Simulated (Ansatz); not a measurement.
Predict the output of the script below (Ansatz 0.2.0 through its Python package).

Script `c2h4clfte_methods.py`:
```python
"""C2H4ClFTe at several levels of theory."""

from pathlib import Path
import logging
import sys

import ansatz as az
import numpy as np

logging.basicConfig(stream=sys.stdout, format="%(levelname)s %(message)s")
log = logging.getLogger("c2h4clfte")
log.setLevel(logging.INFO)

BASIS = "def2-SVP"

GEOMETRY = """
C    -0.01730   -1.02910   -0.14330
C     0.52500    0.41390   -0.20790
F     1.87500    0.33410   -0.27690
Cl    0.01350    1.28770   -1.65510
Te   -0.02970    1.51590    1.52860
H    -1.17450   -0.91500   -0.11570
H     0.26160   -1.55630   -1.05300
H     0.34120   -1.50140    0.73930
H    -1.70640    1.40390    1.16700
"""

c2h4clfte = az.Crystal.molecule()
for line in GEOMETRY.strip().splitlines():
    symbol, *xyz = line.split()
    c2h4clfte = c2h4clfte.atom(symbol, [float(v) for v in xyz])

base = c2h4clfte.calculation().basis(gaussian=BASIS)

log.info("functional    E (Ha)        dipole (D)   HOMO (eV)  LUMO (eV)")
for name in ["pbe", "blyp", "revpbe", "lc_wpbe", "pbe0", "b3lyp"]:
    rep = base.functional(name).forces().orbitals().run(runs_dir="runs").report
    lines = Path(rep["orbitals_path"]).read_text().splitlines()
    field_of = lambda key: [line.split("=")[1].strip() for line in lines if line.startswith(key)]
    orbitals = [(27.211386 * float(e), s, float(n)) for e, s, n in zip(field_of("Ene="), field_of("Spin="), field_of("Occup="))]
    homo = max(e for e, _, n in orbitals if n > 0.5)
    lumo = min(e for e, _, n in orbitals if n < 0.5)
    dipole = 4.803205 * np.linalg.norm(rep["charge_distribution"]["dipole_moment_e_ang"])
    log.info(f"{name:10s} {rep['free_energy_ev'] / 27.211386246:14.6f} {dipole:9.3f} {homo:11.3f} {lumo:10.3f}")
```

Output of `python c2h4clfte_methods.py`:
```text
INFO functional    E (Ha)        dipole (D)   HOMO (eV)  LUMO (eV)
INFO pbe           -905.971972     1.616      -5.228     -1.939
INFO blyp          -906.249961     1.518      -5.017     -1.793
INFO revpbe        -906.268781     1.614      -5.188     -1.865
INFO lc_wpbe       -906.172374     1.908      -8.982      1.039
INFO pbe0          -906.038054     1.823      -6.380     -1.162
INFO b3lyp         -906.466061     1.700      -6.105     -1.339
```

Caveats:
- Total energies depend on the basis set; only differences at equal settings carry meaning.
- The geometry is a force-field or estimated start, not a minimum of this method, and the basis set is short of its limit. A lower total doesn't mark the better method: functionals have no common bound, and MP2 and coupled cluster aren't variational.
- def2 sets replace the cores of elements past krypton by effective core potentials.
- b3lyp holds the VWN-RPA fit, as in Gaussian; the form of ORCA and Turbomole is b3lyp5.
- Levels such as HOMO and LUMO are orbital energies: with these approximate functionals they aren't the ionisation energy and electron affinity, and their gap isn't the fundamental gap.
- Wall time of the script: 36 s on 1 thread of Intel(R) Xeon(R) Platinum 8259CL CPU @ 2.50GHz (Skylake/Cascade Lake) (shared host), peak memory 0.32 GiB.

(Lines on the test bed's own set-up are left out of the output.)
